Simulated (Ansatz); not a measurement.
# Si2SF6: up Jacob's ladder to CCSD(T)

An exercise on one series of results from a longer session: the logs are not shown, and one member is left open.

Program: Ansatz 0.2.0, Gaussian basis. Level of theory: functionals in def2-TZVPP, the program's frozen cores in correlated methods. These are calculated values, not measurements.

Plan: LDA (SPW92), PBE-D4, revPBE-D4, BLYP-D4, r2SCAN-D4, B97M-V, PBE0-D4, B3LYP-D4, r2SCANh-D4, r2SCAN0-D4, HSE06-D4, BHLYP-D4, CAM-B3LYP-D4, LC-ωPBE, ωB97X-V, ωB97M-V, B2PLYP, PBE-QIDH; CCSD(T)/def2-SVP; CCSD(T)/def2-TZVPP; MP2/def2-QZVPP; extrapolation to the limit; RPA on PBE.

## The geometry

All runs share one geometry, relaxed beforehand with PBE0-D4 in a triple-zeta def2 set.

SMILES `F[Si](F)(F)S[Si](F)(F)F`, 9 atoms, charge 0, spin multiplicity 1.

Atoms are counted from 1 here; the program's logs count them from 0.

Bond lengths: F1–Si2 1.568 Å, Si2–F3 1.570 Å, Si2–F4 1.568 Å, Si2–S5 2.103 Å, S5–Si6 2.103 Å, Si6–F7 1.568 Å, Si6–F8 1.568 Å, Si6–F9 1.570 Å. Angles: F1–Si2–F3 107.9°, F1–Si2–F4 108.0°, F1–Si2–S5 112.4°, F3–Si2–F4 109.3°, F3–Si2–S5 111.8°, F4–Si2–S5 107.3°, Si2–S5–Si6 98.4°, S5–Si6–F7 112.4°, S5–Si6–F8 107.3°, S5–Si6–F9 111.8°, F7–Si6–F8 108.0°, F7–Si6–F9 107.9°, F8–Si6–F9 109.3°.

The first run:

in.yaml reads:

```yaml
crystal:
  periodic: [false, false, false]
  atoms:
    - {symbol: F, position_ang: [2.057100, -0.767855, 1.093362]}
    - {symbol: Si, position_ang: [1.470126, -0.543568, -0.342893]}
    - {symbol: F, position_ang: [0.547461, -1.768119, -0.682629]}
    - {symbol: F, position_ang: [2.666888, -0.498551, -1.355051]}
    - {symbol: S, position_ang: [0.438591, 1.281031, -0.512019]}
    - {symbol: Si, position_ang: [-1.406509, 0.665151, 0.286810]}
    - {symbol: F, position_ang: [-2.308656, -0.052208, -0.775830]}
    - {symbol: F, position_ang: [-2.158196, 1.952869, 0.772062]}
    - {symbol: F, position_ang: [-1.218306, -0.315149, 1.499188]}
basis:
  gaussian: {orbitals: def2-TZVPP}
hamiltonian: {xc: lda}
output: {orbitals: {seedname: orbitals}}
```

Among the steps run: LDA; PBE-D4 (GGA); revPBE-D4 (GGA); BLYP-D4 (GGA); r2SCAN-D4 (meta-GGA); B97M-V (meta-GGA); PBE0-D4 (hybrid); B3LYP-D4 (hybrid); r2SCANh-D4 (hybrid); r2SCAN0-D4 (hybrid); HSE06-D4 (hybrid); BHLYP-D4 (hybrid); CAM-B3LYP-D4 (range-separated); LC-ωPBE (range-separated); ωB97X-V (range-separated); ωB97M-V (range-separated); B2PLYP (double hybrid); PBE-QIDH (double hybrid).

One table of the session follows, with a row left open; its other results are not shown here.

It belongs to the step «Orbital energies across the functionals». 

```
  functional  HOMO (eV)  gap (eV)
 LDA (SPW92)      -8.04      6.43
      PBE-D4      -7.85      6.60
   revPBE-D4      -7.78      6.68
     BLYP-D4      -7.66      6.52
   r2SCAN-D4      -8.20      7.38
      B97M-V      -8.29      7.46
     PBE0-D4      -9.23      8.94
    B3LYP-D4      -8.93      8.39
  r2SCANh-D4      -8.70      8.19
  r2SCAN0-D4      -9.45      9.41
    HSE06-D4      -8.82      8.15
    BHLYP-D4     -10.40     11.13
CAM-B3LYP-D4          ?         ?
     LC-ωPBE     -11.99     14.07
     ωB97X-V     -11.60     13.55
     ωB97M-V     -11.41     13.07
```

Q: Estimate the row for CAM-B3LYP-D4 from the others.

As computed: HOMO (eV): -10.56; gap (eV): 11.33. In the column «HOMO (eV)» it lies between ωB97M-V (-11.41) and BHLYP-D4 (-10.40).
